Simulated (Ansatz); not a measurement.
# BH₇O₂Si₂: one species, many methods

Aim: compute BH₇O₂Si₂ with functionals from several rungs and with coupled cluster, and see how far each lands from CCSD(T) at the basis-set limit for the atomisation energy.

Program: Ansatz 0.2.0, Gaussian basis. Level of theory: functionals in def2-TZVPP, the program's frozen cores in correlated methods. These are calculated values, not measurements.

Plan: PBE-D4, r2SCAN-D4, PBE0-D4, B3LYP-D4, ωB97X-V, ωB97M-V, B2PLYP; CCSD(T)/def2-TZVPP; MP2/def2-QZVPP; extrapolation to the limit.

## Step 1: The geometry

The geometry comes from an earlier relaxation with PBE0-D4 in a triple-zeta def2 set; it is a stationary point, not always the lowest conformer.

SMILES `O[SiH2]BO[SiH3]`, 12 atoms, charge 0, spin multiplicity 1.

Atoms are counted from 1 here; the program's logs count them from 0.

Bond lengths: O1–Si2 1.658 Å, O1–H6 0.958 Å, Si2–B3 2.033 Å, Si2–H7 1.498 Å, Si2–H8 1.487 Å, B3–O4 1.350 Å, B3–H9 1.212 Å, O4–Si5 1.661 Å, Si5–H10 1.482 Å, Si5–H11 1.485 Å, Si5–H12 1.481 Å. Angles: Si2–O1–H6 117.2°, O1–Si2–B3 113.1°, O1–Si2–H7 110.9°, O1–Si2–H8 105.2°, B3–Si2–H7 108.4°, B3–Si2–H8 111.8°, H7–Si2–H8 107.4°, Si2–B3–O4 118.6°, Si2–B3–H9 123.0°, O4–B3–H9 118.4°, B3–O4–Si5 132.5°, O4–Si5–H10 107.8°, O4–Si5–H11 109.8°, O4–Si5–H12 107.9°, H10–Si5–H11 110.5°, H10–Si5–H12 110.1°, H11–Si5–H12 110.6°.

## Step 2: PBE-D4 (GGA)

Contents of in.yaml:

```yaml
crystal:
  periodic: [false, false, false]
  atoms:
    - {symbol: O, position_ang: [0.508744, -0.122522, 3.220988]}
    - {symbol: Si, position_ang: [1.137263, -0.003894, 1.691276]}
    - {symbol: B, position_ang: [-0.289969, 0.033572, 0.243349]}
    - {symbol: O, position_ang: [0.089758, -0.127332, -1.042187]}
    - {symbol: Si, position_ang: [-0.758171, -0.139252, -2.470113]}
    - {symbol: H, position_ang: [-0.201539, 0.477710, 3.449385]}
    - {symbol: H, position_ang: [1.982140, 1.225075, 1.555251]}
    - {symbol: H, position_ang: [2.037165, -1.178929, 1.548465]}
    - {symbol: H, position_ang: [-1.464966, 0.212012, 0.478904]}
    - {symbol: H, position_ang: [-0.218001, 0.942062, -3.326823]}
    - {symbol: H, position_ang: [-2.201586, 0.081952, -2.199635]}
    - {symbol: H, position_ang: [-0.544038, -1.455657, -3.114962]}
basis:
  gaussian: {orbitals: def2-TZVPP}
hamiltonian: {xc: pbe, dispersion: d4}
output: {forces: true, orbitals: {seedname: orbitals}}
```

Launch:

```console
$ ansatz run in.yaml --threads 4 --pin off --events-out ev --progress --plain --max-ram 10444MiB
```

Further steps of the session: r2SCAN-D4 (meta-GGA); PBE0-D4 (hybrid); B3LYP-D4 (hybrid); ωB97X-V (range-separated); ωB97M-V (range-separated); B2PLYP (double hybrid); CCSD(T) in def2-TZVPP; MP2 in def2-QZVPP.

Q: Predict the results of all the runs planned. Wanted: atomisation energy, CCSD(T)/CBS; farthest; mean size of error, hybrid; mean size of error, range-separated; gap, smallest and largest; T1 diagnostic; triples share of the correlation energy.

The runs gave:

| quantity | value |
| --- | --- |
| atomisation energy, CCSD(T)/CBS | 1007.9 kcal/mol |
| functionals within 5.0 kcal/mol (0.5 %) | PBE-D4, r2SCAN-D4, B3LYP-D4, ωB97X-V, ωB97M-V |
| farthest | PBE0-D4 (-14.9 kcal/mol) |
| mean size of error, hybrid | 8.9 kcal/mol |
| mean size of error, range-separated | 1.8 kcal/mol |
| gap, smallest and largest | 3.78 eV (PBE-D4), 10.59 eV (ωB97X-V) |
| T1 diagnostic | 0.0132 |
| triples share of the correlation energy | 3.3 % |

**Reading.** PBE-D4 misses by -2.5 kcal/mol. Double hybrids carry the basis error of their MP2 part in triple zeta, and no dispersion term here, so their miss is partly the set-up's. The reference freezes the cores and leaves out relativity and excitations past (T), so misses under about 5.0 kcal/mol can't be ranked. Hartree-Fock recovers 75 % of the binding; the rest is correlation. The gap grows from 3.8 to 10.6 eV across the functionals, mostly with the share of exact exchange.
